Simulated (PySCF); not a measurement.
# C₂H₆BCl₃Ge: electronic excitations

What electronic excitations should C₂H₆BCl₃Ge (`C[CH2][Ge@@H]([Cl])[B](Cl)Cl`) show?

Computed with PySCF 2.14.0, with density-fitted response routines of our own, on a single molecule in the gas phase. Atoms count from 0, in the outputs and in this text.

## Step 1: The molecule as given

13 atoms, charge 0, multiplicity 1; geometry from: GFN2-xTB.

Bonds of the start (Å): C0–C1 1.52, C1–Ge2 2.01, Ge2–Cl3 2.13, Ge2–B4 2.07, B4–Cl5 1.70, B4–Cl6 1.70, C0–H7 1.09, C0–H8 1.09, C0–H9 1.09, C1–H10 1.09, C1–H11 1.09, Ge2–H12 1.53.

## Step 2: Ultraviolet spectrum: wB97X-D/def2-SVPD

What the job is given:

```
{"job": {"kind": "uv", "xc": "wB97X-D", "basis": "def2-SVPD", "nstates": 8, "ntriplets": 3}, "charge": 0, "multiplicity": 1}
C     -1.449047    -0.281260     0.926945
C     -0.956894    -0.725635    -0.444258
Ge     0.659417     0.307694    -1.038566
Cl    -0.015603     2.269732    -1.509566
B      2.180860     0.479122     0.348062
Cl     2.001186     1.522790     1.680666
Cl     3.615542    -0.422682     0.183356
H     -1.681219     0.782319     0.921481
H     -0.689665    -0.459729     1.687103
H     -2.347946    -0.825975     1.209974
H     -0.705803    -1.786269    -0.428100
H     -1.746168    -0.589912    -1.184029
H      1.130950    -0.269710    -2.370795
```

Level: TDDFT wB97X-D/def2-SVPD, vertical, gas phase, core orbitals frozen in the response.

The run is started by

```
> OMP_NUM_THREADS=1 python probes_run.py task.json out
```

The driver reads the jobs from task.json and runs them one after another.

Predict these results of the whole session: lowest singlet (wB97X-D/def2-SVPD); brightest single state of those computed; lowest triplet.

As calculated:

| quantity | value |
| --- | --- |
| lowest singlet (wB97X-D/def2-SVPD) | 4.54 eV (273 nm), f = 0.011 |
| brightest single state of those computed | state 7, 7.21 eV, f = 0.090 |
| lowest triplet | 3.88 eV |

What this shows: The first singlet state (HOMO→LUMO 0.80, HOMO−1→LUMO 0.13) lies at 4.54 eV and is weak; of the 8 states computed, the strongest absorption comes from state 7 at 7.21 eV. The lowest triplet lies 0.67 eV below the lowest singlet (triplets in Tamm-Dancoff, singlets in full TDDFT).
